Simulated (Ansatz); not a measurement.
Li₅Mg, space group P-62m, a relaxation followed by a look at the electronic structure

Computed with Ansatz 0.2.0, Python API.

Input file `li5mg.xyz`:
```text
6
Lattice="5.27412552 0.0 0.0 -2.63706276 4.56752668 0.0 0.0 0.0 5.05319898" Properties=species:S:1:pos:R:3 pbc="T T T"
Li    1.75233248    0.00000000    0.00000000
Li    2.63706279    1.52250888    2.52659949
Li    1.76089652    3.04996224    0.00000000
Li   -0.00000003    3.04501780    2.52659949
Li   -0.87616624    1.51756444    0.00000000
Mg    0.00000000    0.00000000    2.52659949
```

Typed at the interpreter:
```pycon
>>> import warnings
>>> import ansatz as az
>>> import numpy as np
>>> def count_gap(report):
...     # lowest empty less highest filled band, counting bands; zero where they overlap
...     return max(report.get("gap_by_band_count_ev") or 0.0, 0.0)
...
>>> def configured(crystal, spacing):
...     return (
...         crystal.calculation()
...         .functional(az.Functional.R2SCAN)
...         .occupations("cold")
...         .kpoints(spacing=spacing)
...     )
...
>>> warnings.simplefilter("ignore", az.DeckWarning)
>>> cell = az.Crystal.from_extxyz("li5mg.xyz")
>>> [site.symbol for site in cell.resolved().sites]
['Li', 'Li', 'Li', 'Li', 'Li', 'Mg']
>>> relaxed = configured(cell, 0.3).relax(cell=True, force_tolerance=0.02, max_steps=40).checkpoint(write="relax.run").run()
>>> cell = np.asarray(relaxed.lattice.cell_ang)
>>> print("relaxed edges (A):", np.linalg.norm(cell, axis=1).round(4), " volume:", round(abs(np.linalg.det(cell)), 3), "A^3")
relaxed edges (A): [5.2983 5.2983 5.0782]  volume: 123.457 A^3
>>> for site in relaxed.lattice.sites:
...     print(" ", site.symbol, np.round(site.position_frac, 4) + 0.0)
...
  Li [0.3356 0.     0.    ]
  Li [0.6667 0.3333 0.5   ]
  Li [0.6644 0.6644 0.    ]
  Li [0.3333 0.6667 0.5   ]
  Li [0.     0.3356 0.    ]
  Mg [0.  0.  0.5]
>>> final = az.Crystal.from_checkpoint("relax.run")
>>> result = configured(final, 0.22).functional("pbesol").stress().band_table().density_of_states(energy_step=0.05).run()
>>> summary = result.report
>>> summary["n_electrons"]
25.0
>>> result.lattice.cell_ang
array([[ 5.29828494,  0.        ,  0.        ],
       [-2.64914247,  4.58844935,  0.        ],
       [ 0.        ,  0.        ,  5.07824768]])
>>> summary["kweights"]
[0.003401360544217687, 0.006802721088435374, 0.006802721088435374, 0.003401360544217687, 0.02040816326530612, 0.04081632653061224, 0.04081632653061224, 0.02040816326530612, 0.02040816326530612, 0.04081632653061224, 0.04081632653061224, 0.02040816326530612, 0.02040816326530612, 0.04081632653061224, 0.04081632653061224, 0.02040816326530612, 0.02040816326530612, 0.04081632653061224, 0.04081632653061224, 0.02040816326530612, 0.04081632653061224, 0.08163265306122448, 0.08163265306122448, 0.04081632653061224, 0.02040816326530612, 0.04081632653061224, 0.04081632653061224, 0.02040816326530612, 0.02040816326530612, 0.04081632653061224, 0.04081632653061224, 0.02040816326530612]
>>> dos = result.density_of_states()
>>> print(f"pressure at the relaxed cell {np.trace(summary['stress_gpa']) / 3:.3f} GPa, gap by band count {count_gap(summary):.3f} eV")
pressure at the relaxed cell -0.407 GPa, gap by band count 0.000 eV
>>> if count_gap(summary) == 0:
...     print("states/eV at the Fermi level:", round(float(np.interp(dos.fermi_ev, dos.energies_ev, dos.spin_summed_g_bin_mean_per_ev)), 3))
...
states/eV at the Fermi level: 3.102
```

Reading the output:
- Only differences from the Fermi energy are physical; the zero of the scale is a convention.
- A gap by band count of zero or less means overlapping bands, a metal, and at an odd count of electrons it is no gap at all.
- This cell is a computed structure, which may not be the phase found in nature.
- Gaps and levels are Kohn-Sham values on a finite set of k-points.
- Where the second run takes another functional or mesh than the relaxation, its pressure isn't zero; pressure is positive in compression.
- The computed bands are complete only to about 2.6 eV above the Fermi level; beyond that the density of states is undercounted.
- The whole script took 24 s on 1 thread of Arm Neoverse V2 (shared host), peak memory 0.65 GiB.
